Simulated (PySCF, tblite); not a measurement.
# C5H7FOSi: geometry, infrared bands and NMR shifts

What infrared bands and NMR shifts should C5H7FOSi (`FC1=C[SiH2]OC=CC1`) show?

The runs use tblite 0.8.0 and PySCF 2.14.0, with density-fitted response routines of our own; the level of theory stands in each step. All values are computed, except where a source is named. Atoms are numbered from 0 throughout.

## (1) Starting geometry

15 atoms, charge 0, multiplicity 1; geometry from: force field or distance geometry start.

Bonds of the start (Å): F0–C1 1.35, C1–C2 1.35, C2–Si3 1.83, Si3–O4 1.67, O4–C5 1.38, C5–C6 1.33, C6–C7 1.50, C7–C1 1.51, C2–H8 1.08, Si3–H9 1.47, Si3–H10 1.49, C5–H11 1.08, C6–H12 1.09, C7–H13 1.09, C7–H14 1.11.

## (2) Geometry optimisation with GFN2-xTB

What the job is given:

```
{"job": {"kind": "relax", "xc": "GFN2-xTB", "basis": "xTB"}, "charge": 0, "multiplicity": 1}
F     -1.002900    -2.597100    -0.586500
C     -0.478400    -1.413300    -0.189900
C      0.857700    -1.282900    -0.358500
Si     1.871400     0.176500     0.065600
O      0.962200     1.446500     0.650000
C     -0.223100     1.777000     0.026900
C     -1.295200     0.991800    -0.099400
C     -1.417100    -0.411100     0.431000
H      1.407300    -2.096200    -0.813300
H      2.623100     0.604500    -1.121700
H      2.855300    -0.225400     1.108200
H     -0.206600     2.807100    -0.301000
H     -2.185100     1.403300    -0.566200
H     -1.324700    -0.425900     1.516600
H     -2.448300    -0.746800     0.216300
```

Command:

```bash
$ OMP_NUM_THREADS=1 python probes_run.py task.json out
```

One launch serves the whole session: the jobs run in the order shown.

The program printed:

```text
step      E/eV     max force
  0    -674.82377    2.019
  1    -674.90091    1.848
  2    -674.94238    0.453
  3    -674.96424    0.399
  4    -674.98499    0.451
  5    -674.99867    0.429
  6    -675.01234    0.280
  7    -675.02190    0.273
  8    -675.02902    0.269
  9    -675.03351    0.220
 10    -675.03701    0.144
 11    -675.04045    0.141
 12    -675.04393    0.147
 13    -675.04695    0.133
 14    -675.04860    0.089
 15    -675.04939    0.068
 16    -675.04990    0.061
 17    -675.05051    0.073
 18    -675.05132    0.090
 19    -675.05221    0.086
 20    -675.05303    0.072
 21    -675.05373    0.074
 22    -675.05442    0.068
 23    -675.05519    0.071
 24    -675.05596    0.061
 25    -675.05671    0.070
 26    -675.05749    0.067
 27    -675.05834    0.085
 28    -675.05913    0.068
 29    -675.05978    0.059
 30    -675.06038    0.070
 31    -675.06109    0.074
 32    -675.06194    0.077
 33    -675.06273    0.067
 34    -675.06336    0.062
 35    -675.06394    0.072
 36    -675.06466    0.077
 37    -675.06558    0.077
 38    -675.06646    0.071
 39    -675.06714    0.064
 40    -675.06788    0.081
 41    -675.06910    0.099
 42    -675.07098    0.140
 43    -675.07313    0.133
 44    -675.07490    0.087
 45    -675.07613    0.097
 46    -675.07714    0.107
 47    -675.07833    0.141
 48    -675.08009    0.142
 49    -675.08195    0.111
 50    -675.08389    0.096
 51    -675.08505    0.115
 52    -675.08708    0.113
 53    -675.08860    0.093
 54    -675.08997    0.122
 55    -675.09112    0.115
 56    -675.09315    0.072
 57    -675.09443    0.064
 58    -675.09528    0.056
 59    -675.09588    0.063
 60    -675.09629    0.058
 61    -675.09665    0.047
 62    -675.09698    0.047
 63    -675.09732    0.043
 64    -675.09764    0.042
 65    -675.09793    0.046
 66    -675.09821    0.044
 67    -675.09849    0.033
 68    -675.09872    0.036
 69    -675.09886    0.027
 70    -675.09896    0.024
 71    -675.09906    0.021
 72    -675.09916    0.019
 73    -675.09924    0.018
 74    -675.09929    0.018
 75    -675.09935    0.018
 76    -675.09941    0.018
 77    -675.09947    0.018
 78    -675.09952    0.014
 79    -675.09954    0.015
 80    -675.09956    0.016
 81    -675.09959    0.015
 82    -675.09962    0.016
 83    -675.09965    0.012
 84    -675.09967    0.013
 85    -675.09969    0.014
 86    -675.09973    0.019
 87    -675.09977    0.026
 88    -675.09981    0.024
 89    -675.09984    0.014
 90    -675.09986    0.014
 91    -675.09989    0.013
 92    -675.09991    0.016
 93    -675.09993    0.014
 94    -675.09994    0.006
```

Run time: 2 s. Hardware: 1 thread of Intel Xeon at 2.50GHz, shared host; peak memory 0.18 GiB.

The steps of the relaxation: (not every step is listed)

```csv
step,energy from step 0 (eV),largest force (eV/Å)
0,0.0000,2.0187
1,-0.0771,1.8480
2,-0.1186,0.4529
3,-0.1405,0.3988
4,-0.1612,0.4514
5,-0.1749,0.4285
6,-0.1886,0.2803
7,-0.1981,0.2730
8,-0.2052,0.2686
16,-0.2261,0.0611
24,-0.2322,0.0610
32,-0.2382,0.0774
40,-0.2441,0.0805
48,-0.2563,0.1417
56,-0.2694,0.0725
64,-0.2739,0.0421
72,-0.2754,0.0192
80,-0.2758,0.0162
88,-0.2760,0.0241
89,-0.2761,0.0145
90,-0.2761,0.0139
91,-0.2761,0.0134
92,-0.2761,0.0158
93,-0.2762,0.0137
94,-0.2762,0.0057
```

Distances of close pairs at the start and the end, largest changes first:

```csv
bond,before (Å),after (Å),change (Å)
C2–Si3,1.827,1.877,+0.050
Si3–O4,1.668,1.633,-0.034
O4–C5,1.379,1.346,-0.034
C1–C2,1.353,1.323,-0.030
Si3–H10,1.489,1.466,-0.023
C7–H14,1.106,1.090,-0.016
Si3–H9,1.469,1.458,-0.011
C5–C6,1.335,1.326,-0.009
```

The next job starts from the end point, and lists it.

## (3) Vibrational analysis with GFN2-xTB

What the job is given:

```
{"job": {"kind": "ir", "xc": "GFN2-xTB", "basis": "xTB"}, "charge": 0, "multiplicity": 1}
F     -1.221311    -2.310999    -0.893142
C     -0.456016    -1.351577    -0.309027
C      0.844070    -1.294164    -0.549211
Si     1.862015     0.103816     0.180866
O      1.007033     1.491305     0.073497
C     -0.282480     1.759191    -0.202875
C     -1.320269     0.955340    -0.015876
C     -1.234225    -0.426812     0.577935
H      1.275603    -2.028359    -1.212081
H      3.042377     0.376791    -0.629944
H      2.159474    -0.130748     1.596757
H     -0.411685     2.755104    -0.611586
H     -2.296610     1.312123    -0.300448
H     -0.736181    -0.372177     1.550809
H     -2.236209    -0.830844     0.722413
```

The program printed:

```text
mode    cm-1     km/mol
  1      74.4      4.74
  2     125.7      2.36
  3     165.5      0.55
  4     254.7      1.32
  5     282.9      2.87
  6     384.5     11.39
  7     422.7     26.55
  8     448.0      7.72
  9     515.1     69.54
 10     559.6     16.24
 11     590.0     39.63
 12     672.6     15.84
 13     713.1    132.49
 14     720.6     32.99
 15     768.7    108.55
 16     785.7    174.85
 17     818.1    206.69
 18     829.3     66.00
 19     870.1      7.68
 20     904.3      9.20
 21     942.8      1.13
 22    1022.8     26.63
 23    1086.1     75.26
 24    1142.4    137.06
 25    1182.0      7.54
 26    1248.9     75.27
 27    1272.8     50.40
 28    1307.6     47.13
 29    1329.1     20.79
 30    1449.0      5.82
 31    1686.5    121.85
 32    1704.6    162.56
 33    2230.0    324.39
 34    2306.8    258.26
 35    2943.2     18.58
 36    3013.9     13.52
 37    3027.9     31.47
 38    3088.9     18.25
 39    3105.1     24.30
```

It took 1.6 s on 1 thread of Intel Xeon at 2.50GHz, shared host; peak memory 0.18 GiB.

Which atoms move in the most intense modes:

```csv
cm⁻¹,km/mol,atoms
713,132.5,"H10 22 %, C2 19 %, H9 13 %, O4 12 %"
786,174.8,"H10 31 %, H9 31 %"
818,206.7,"C2 23 %, Si3 17 %, H8 14 %"
1142,137.1,"H12 34 %, O4 33 %, C5 13 %"
1686,121.8,"C1 52 %, C2 38 %"
1705,162.6,"C5 45 %, C6 43 %"
2230,324.4,H10 95 %
2307,258.3,H9 95 %
```

## (4) Nuclear shieldings: PBE0/pcSseg-1

Same as in step 3 but for these lines:

```diff
@@ -1,2 +1,2 @@
-{"job": {"kind": "ir", "xc": "GFN2-xTB", "basis": "xTB"}, "charge": 0, "multiplicity": 1}
+{"job": {"kind": "nmr", "xc": "PBE0", "basis": "pcSseg-1"}, "charge": 0, "multiplicity": 1}
 F     -1.221311    -2.310999    -0.893142
```

With the program's defaults for keys left out, this is: GIAO PBE0/pcSseg-1 NMR shielding, non-relativistic, gas phase.

The program printed:

```text
coarse grid: 13568 points
cycle   1  E = -658.5371828888  dE =  1.287e+00  |g| = 7.703e-01  |ddm| = 3.639e+00
cycle   2  E = -658.4182589083  dE =  1.189e-01  |g| = 1.120e+00  |ddm| = 1.423e+00
cycle   3  E = -658.6409064846  dE = -2.226e-01  |g| = 1.584e-01  |ddm| = 9.739e-01
cycle   4  E = -658.6460854369  dE = -5.179e-03  |g| = 6.383e-02  |ddm| = 1.926e-01
cycle   5  E = -658.6470076134  dE = -9.222e-04  |g| = 1.782e-02  |ddm| = 6.114e-02
cycle   6  E = -658.6470793180  dE = -7.170e-05  |g| = 4.046e-03  |ddm| = 1.680e-02
cycle   7  E = -658.6470829977  dE = -3.680e-06  |g| = 7.673e-04  |ddm| = 4.239e-03
final grid: 128384 points
cycle   8  E = -658.7122026748  dE = -3.285e-05  |g| = 1.099e-02  |ddm| = 2.714e-02
cycle   9  E = -658.7121681681  dE =  3.451e-05  |g| = 1.748e-02  |ddm| = 2.094e-02
cycle  10  E = -658.7122261695  dE = -5.800e-05  |g| = 1.836e-03  |ddm| = 1.378e-02
cycle  11  E = -658.7122269343  dE = -7.648e-07  |g| = 4.190e-04  |ddm| = 1.883e-03
cycle  12  E = -658.7122269657  dE = -3.142e-08  |g| = 1.806e-04  |ddm| = 4.466e-04
cycle  13  E = -658.7122269725  dE = -6.823e-09  |g| = 3.899e-05  |ddm| = 1.839e-04
cycle  14  E = -658.7122269728  dE = -2.970e-10  |g| = 1.943e-05  |ddm| = 4.930e-05
converged SCF energy = -658.7122269728

GIAO shielding tensors (ppm)
atom      isotropic    diamagn.    paramagn.     s11        s22        s33       span
  0 F      205.589     474.680    -269.090    103.107    252.797    260.864    157.758
  1 C        2.679     252.519    -249.839   -116.266     56.681     67.623    183.888
  2 C       92.164     265.860    -173.696      6.566    112.963    156.963    150.398
  3 Si     378.434     880.137    -501.703    348.960    366.908    419.433     70.473
  4 O      232.746     397.037    -164.291    131.274    210.739    356.224    224.950
  5 C       34.434     247.264    -212.830    -71.697     71.400    103.599    175.295
  6 C       81.633     258.317    -176.683    -15.271    106.487    153.684    168.955
  7 C      155.218     252.476     -97.258    137.654    150.737    177.263     39.608
  8 H       26.774      30.536      -3.763     24.721     25.739     29.861      5.140
  9 H       26.416      28.612      -2.196     22.826     24.575     31.847      9.021
 10 H       25.930      29.010      -3.079     23.163     23.790     30.837      7.674
 11 H       25.229      28.633      -3.404     21.470     26.324     27.893      6.423
 12 H       26.844      31.616      -4.771     24.221     27.715     28.597      4.377
 13 H       27.982      31.578      -3.597     26.000     26.356     31.589      5.589
 14 H       29.172      30.362      -1.191     25.015     28.123     34.376      9.360
```

Wall time 1.8 min (1 thread of Intel Xeon at 2.50GHz, shared host); peak memory 0.81 GiB.

Shifts follow as δ = σ(reference) − σ, with reference shieldings (ppm) from runs at the same level and on the same kind of geometry: ¹H TMS 31.72, ¹³C TMS 186.9, ²⁹Si TMS 349.2, ¹⁹F CFCl3 170.9, ¹⁷O H2O 336.1. The references are single molecules in the gas phase, so shifts against H2O, NH3, PH3, H3PO4 or CFCl3 are not on the usual liquid scales and can be off by tens of ppm. Atoms listed in one row are averaged.

```csv
atoms,environment,σ (ppm),δ (ppm),δ scaled to CDCl3
C1,fully substituted alkene carbon,2.7,184.2,177.9
C5,alkene carbon bearing oxygen,34.4,152.5,146.9
C6,β carbon of an enol-ether or enamine type C=C,81.6,105.3,100.8
C2,alkene CH,92.2,94.8,90.6
C7,allylic sp3 CH2,155.2,31.7,29.0
H11,hydrogen on an alkene carbon bearing oxygen,25.23,6.49,6.22
"H9, H10","hydrogen on a silicon bonded to C, O, in a 7-membered ring",26.17,5.54,–
H8,hydrogen on an alkene CH,26.77,4.94,4.77
H12,hydrogen on a β carbon of an enol-ether or enamine type C=C,26.84,4.87,4.70
"H13, H14",hydrogen on an allylic sp3 CH2,28.58,3.14,3.07
F0,vinylic fluorine,205.6,-34.6,–
Si3,"silicon bonded to C, O, 2 H, in a 7-membered ring",378.4,-29.3,–
O4,"oxygen bonded to C, Si, in a 7-membered ring",232.7,103.3,–
```

The scaled column applies a straight-line fit of computed shieldings to shifts measured in CDCl3, and one for carbons that bear F (root-mean-square error 0.16 ppm for H, 1.9 ppm for C).

Charges from the same density, by scheme (e):

```csv
atoms,Mulliken,IAO,Hirshfeld,ESP fit
F0,-0.28,-0.27,-0.09,-0.19
C1,0.27,0.33,0.11,0.30
C2,-0.48,-0.55,-0.19,-0.53
Si3,0.91,1.01,0.41,0.66
O4,-0.60,-0.59,-0.20,-0.31
C5,0.25,0.07,0.03,-0.03
C6,-0.28,-0.24,-0.09,-0.21
C7,-0.24,-0.30,-0.08,-0.13
```

Mayer bond orders: F0–C1 0.96, C1–C2 1.88, C2–Si3 0.88, Si3–O4 0.90, O4–C5 0.98, C5–C6 1.85, C6–C7 1.03, C7–C1 1.03.

Ring of atoms C1, C2, Si3, O4, C5, C6, C7: NICS(0) -0.1, NICS(1) -1.3, NICS(1)zz 3.1 ppm (means of both faces).

The fields below are evaluated on a grid from the run's orbitals.

Frontier orbitals at PBE0/pcSseg-1, with the share of their density that lies nearest to each atom:

```csv
orbital,energy (eV),lies on
HOMO,-6.85,C6 33 %; C5 21 %; O4 18 %
LUMO,-0.43,C1 31 %; C2 20 %; Si3 8 %
```

ELF in a plane through or near 7 of the atoms.

Ten even steps from '0' (0.00) to '9' (1.00):
```
0000000000000000000000000000
0000000000000000000000000000
0000000000000000000000000000
0000000000000023320000000000
0000000000000157763000000000
0000000035531147874000000000
0000000157767626310000000000
0000000036245664522451000000
0000000148635748744430000000
0001467524885113664100000000
0007999913122004655775100000
0008999950376337454999600000
0006999953786734866999600000
0000488203886722541364000000
0000000003785269850000000000
0000000001331059971000000000
0000000000000016520000000000
0000000000000000000000000000
0000000000000000000000000000
0000000000000000000000000000
```
The map spans 11.2 Å across and 10.5 Å up, centred on the molecule. Atoms in the plane (x, y in Å): C1 (0.2, 1.4), C2 (-1.0, 1.2), O4 (-0.8, -1.6), C5 (0.5, -1.7), C6 (1.4, -0.8), H9 (-3.0, -0.8), H12 (2.4, -1.0).

On the surface of density 0.002 e/bohr³ the electrostatic potential runs, from the 1st to the 99th percentile, from -0.87 V near O4 to 1.09 V near H9.

## (5) What came out

| quantity | value |
| --- | --- |
| strongest single infrared mode (GFN2-xTB) | 2230 cm⁻¹, 324 km/mol |
| zero-point energy (GFN2-xTB) | 65.8 kcal/mol |
| ¹³C shifts against TMS (PBE0/pcSseg-1) | 184.2, 152.5, 105.3, 94.8, 31.7 ppm |
| ¹H shifts against TMS (PBE0/pcSseg-1, means over atoms taken as alike) | 6.49, 5.54, 4.94, 4.87, 3.14 ppm |
| ¹⁹F shifts against CFCl3 (PBE0/pcSseg-1) | -34.6 ppm |
| ²⁹Si shifts against TMS (PBE0/pcSseg-1) | -29.3 ppm |
| ¹⁷O shifts against H2O (PBE0/pcSseg-1) | 103.3 ppm |
| surface potential, 1st and 99th percentile | -0.87 V and 1.09 V |

**Reading.** Over 94 steps the energy fell by 0.276 eV; of the close pairs, C2–Si3 changed most, 1.827 to 1.877 Å. No mode is imaginary among the 39: a minimum at this level. The strongest single mode, at 2230 cm⁻¹, moves mainly H10. Unscaled tight-binding wavenumbers are off by several per cent, some by more. Its intensities can rank the bands wrongly. At PBE0/pcSseg-1: The widest tensor belongs to O4: span 225 ppm, with a paramagnetic part of -164 ppm. At PBE0/pcSseg-1, counted by nearest atom on the grid, the HOMO lies on C6 33 %; C5 21 %, the LUMO on C1 31 %; C2 20 %.
